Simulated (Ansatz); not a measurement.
# BH4LiSSi: the cost of one run

Program: Ansatz 0.2.0. Level of theory: RKS PBE-D4/def2-SVP. These are calculated values, not measurements.

## 1. The system as given

Bond lengths: Li1–S2 2.202 Å, S2–B3 1.747 Å, B3–Si4 1.961 Å, B3–H5 1.180 Å, Si4–H6 1.545 Å, Si4–H7 1.471 Å, Si4–H8 1.472 Å. Angles: Li1–S2–B3 106.7°, S2–B3–Si4 121.4°, S2–B3–H5 115.6°, Si4–B3–H5 123.0°, B3–Si4–H6 106.7°, B3–Si4–H7 118.3°, B3–Si4–H8 117.8°, H6–Si4–H7 104.2°, H6–Si4–H8 103.7°, H7–Si4–H8 104.4°.

Coordinates:

```xyz
8

Li   -1.2784    1.4739    1.8484
S     0.7533    1.8070    1.0680
B     1.0531    0.5491   -0.1063
Si   -0.2954   -0.8175   -0.5067
H     2.1119    0.5778   -0.6254
H    -1.5457   -0.4652    0.3297
H    -0.7994   -0.9182   -1.8846
H     0.0007   -2.2070   -0.1231
```

## 2. Relaxing end A

input.yaml reads:

```yaml
crystal:
  periodic: [false, false, false]
  atoms:
    - { symbol: Li, position_ang: [-1.27838, 1.47394, 1.84836] }
    - { symbol: S, position_ang: [0.75332, 1.80703, 1.06805] }
    - { symbol: B, position_ang: [1.05306, 0.54906, -0.1063] }
    - { symbol: Si, position_ang: [-0.29542, -0.81745, -0.50672] }
    - { symbol: H, position_ang: [2.11189, 0.57781, -0.62538] }
    - { symbol: H, position_ang: [-1.54571, -0.46521, 0.3297] }
    - { symbol: H, position_ang: [-0.79945, -0.91815, -1.88463] }
    - { symbol: H, position_ang: [0.0007, -2.20703, -0.12308] }
basis:
  gaussian: { orbitals: def2-SVP }
hamiltonian:
  xc: pbe
  dispersion: d4
relax:
  f_tol: 0.02
  max_steps: 50
```

On the command line:

```sh
$ ansatz run input.yaml --threads 2 --pin off --max-ram 3072MiB --backend cpu --events-out ev --progress --plain --runs-dir out
```

**Question.** How long does this run take on 2 threads of Arm Neoverse V2, shared host, and how much memory does it need?

About 18 s, with a peak of 0.14 GiB.
